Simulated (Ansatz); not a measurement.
# InGaAs2: the cost of one run

Method: DFT LDA, scalar-relativistic, plane waves, PAW, in Ansatz 0.2.0.

2 further runs of the same task are left out: 2 that didn't finish.

## (1) Starting point

Symmetry: P-4m2, No. 115, tetragonal system. Conventional cell: a = 4.225 Å, b = 4.225 Å, c = 5.962 Å, α = 90.00°, β = 90.00°, γ = 90.00°. In (site symmetry -4m2) is surrounded by 4 As at 2.65 Å. Ga (site symmetry -4m2) is surrounded by 4 As at 2.52 Å. As (site symmetry 2mm) is surrounded by 2 Ga at 2.52 Å and 2 In at 2.65 Å.

Structure file:

```cif
data_structure
_symmetry_space_group_name_H-M 'P-4m2'
_symmetry_Int_Tables_number 115
_cell_length_a 4.2250
_cell_length_b 4.2250
_cell_length_c 5.9621
_cell_angle_alpha 90.000
_cell_angle_beta 90.000
_cell_angle_gamma 90.000
_cell_volume 106.43
loop_
_atom_site_label
_atom_site_type_symbol
_atom_site_symmetry_multiplicity
_atom_site_Wyckoff_symbol
_atom_site_fract_x
_atom_site_fract_y
_atom_site_fract_z
_atom_site_occupancy
In1 In 1 d 0.00000 0.00000 0.50000 1
Ga1 Ga 1 b 0.50000 0.50000 0.00000 1
As1 As 2 g 0.50000 0.00000 0.76848 1
```

The structure comes from the Materials Project (structure only).

## (2) Quick check of gap, pressure and forces

Contents of input.yaml:

```yaml
crystal:
  lattice:
    - [4.2250012014, 0.0, 0.0]
    - [0.0, 4.2250012014, 0.0]
    - [0.0, 0.0, 5.962148]
  atoms:
    - { symbol: In, position: [0.0, 0.0, 0.5] }
    - { symbol: Ga, position: [0.5, 0.5, 0.0] }
    - { symbol: As, position: [0.5, 0.0, 0.768475] }
    - { symbol: As, position: [0.0, 0.5, 0.231525] }
basis:
  ecutwfc: 420
kpoints:
  mp_grid: { grid: [4, 4, 4] }
hamiltonian:
  xc: lda
scf:
  occupations: { method: gaussian, width: 0.1 }
output:
  forces: true
  stress: true
  eigenvalues: true
```

Run with:

```
ansatz run input.yaml --threads 2 --pin off --max-ram 5120MiB --backend cpu --events-out ev --progress --plain --runs-dir out
```

Q: Estimate wall time and peak memory on 2 threads of Intel Xeon 6975P-C (Granite Rapids), shared host.

About 1.5 s, with a peak of 0.39 GiB.
